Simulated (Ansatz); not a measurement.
This script makes vertical spin-state energies of GeH5Si, SMILES [SiH2][GeH3] with the Ansatz DFT code, driven from Python.

`spin.py`:
```python
"""Vertical spin-state energies of GeH5Si."""

import ansatz

GEOMETRY = """
Si   -0.03820   -1.45290   -0.18680
Ge    0.27240    0.87220   -0.10660
H     0.13470   -1.99540    1.11060
H    -1.40630   -1.65460   -0.59390
H     0.00890    1.49040   -1.51720
H    -0.68180    1.52240    0.93540
H     1.77140    1.15000    0.31280
"""

geometry = ansatz.Crystal.molecule()
for line in GEOMETRY.strip().splitlines():
    symbol, *xyz = line.split()
    geometry = geometry.atom(symbol, [float(v) for v in xyz])

calc = geometry.calculation()
calc = calc.basis(gaussian="def2-SVPD")
calc = calc.correlation("ccsd_t")
found = {}
for unpaired in [1, 3]:
    r = calc.spin("collinear", total=unpaired).run().report
    s = unpaired / 2
    found[unpaired] = r["free_energy_ev"]
    print(f"2S+1 = {unpaired + 1}: E = {found[unpaired]:.5f} eV, <S^2> = {abs(r['mean_field']['state']['spin_squared']):.3f} (pure state {s * (s + 1):.2f})")
lowest = min(found, key=found.get)
for unpaired, e in found.items():
    print(f"multiplicity {unpaired + 1}: {23.060548 * (e - found[lowest]):.1f} kcal/mol above the lowest")
```

Which spin state is lowest at this geometry, and how far above lie the others?

In order: multiplicity 2 (+0.00 eV) and multiplicity 4 (+6.79 eV), all at the one geometry.

The run itself:

```console
$ python spin.py
2S+1 = 2: E = -64414.38295 eV, <S^2> = 0.757 (pure state 0.75)
2S+1 = 4: E = -64407.59330 eV, <S^2> = 3.764 (pure state 3.75)
multiplicity 2: 0.0 kcal/mol above the lowest
multiplicity 4: 156.6 kcal/mol above the lowest
```

Notes:
- Total energies depend on the basis set; only differences at equal settings carry meaning.
- The geometry is a force-field or estimated start, not a minimum of this method, and the basis set is short of its limit. All parts are taken at fixed geometry, without zero-point energy.
- The species is open-shell (spin multiplicity 2).
- S² is that of the Hartree-Fock reference.
- Finished in 2.6 min on 1 thread of Arm Neoverse V2 (shared host), peak memory 0.82 GiB.
